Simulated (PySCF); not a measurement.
**C₅H₈OSi: electronic excitations**

What electronic excitations should C₅H₈OSi (`C=C1CO[SiH2]C1=C`) show?

The runs use PySCF 2.14.0, with density-fitted response routines of our own; the level of theory stands in each step. All values are computed, except where a source is named. Atoms count from 0, in the outputs and in this text.

## 1. Starting geometry

15 atoms, charge 0, multiplicity 1; geometry from: GFN2-xTB.

Bonds of the start (Å): C0–C1 1.33, C1–C2 1.51, C2–O3 1.40, O3–Si4 1.63, Si4–C5 1.89, C5–C6 1.33, C5–C1 1.47, C0–H7 1.08, C0–H8 1.08, C2–H9 1.10, C2–H10 1.10, Si4–H11 1.46, Si4–H12 1.46, C6–H13 1.08, C6–H14 1.08.

## 2. TDDFT and polarisability: wB97X-D/def2-SVPD

What the job is given:

```
{"job": {"kind": "uv", "xc": "wB97X-D", "basis": "def2-SVPD", "nstates": 8, "ntriplets": 3}, "charge": 0, "multiplicity": 1}
C      0.934046    -1.817272     0.132990
C      0.122752    -0.766623     0.065454
C     -1.380775    -0.920446     0.128428
O     -2.038739     0.316381     0.025014
Si    -1.084230     1.633833    -0.129005
C      0.518964     0.636986    -0.075631
C      1.773749     1.074859    -0.142620
H      2.003862    -1.715959     0.087547
H      0.550993    -2.818751     0.236157
H     -1.676431    -1.385295     1.076917
H     -1.732948    -1.562943    -0.687719
H     -1.338342     2.277996    -1.414371
H     -1.275732     2.514373     1.020213
H      1.990552     2.124158    -0.246344
H      2.627866     0.416693    -0.098944
```

Method: TDDFT wB97X-D/def2-SVPD, vertical, gas phase, core orbitals frozen in the response.

On the command line:

```sh
> OMP_NUM_THREADS=1 python probes_run.py task.json out
```

This one command runs all jobs of the session in turn.

What will the session give for the following? lowest singlet (wB97X-D/def2-SVPD); lowest triplet. Wanted: lowest singlet; lowest triplet.

As calculated:

| quantity | value |
| --- | --- |
| lowest singlet (wB97X-D/def2-SVPD) | 4.94 eV (251 nm), f = 0.190 |
| lowest triplet | 2.84 eV |

**Reading.** The lowest singlet, at 4.94 eV, is HOMO→LUMO 0.98 and is bright. The lowest triplet lies 2.10 eV below the lowest singlet (triplets in Tamm-Dancoff, singlets in full TDDFT).
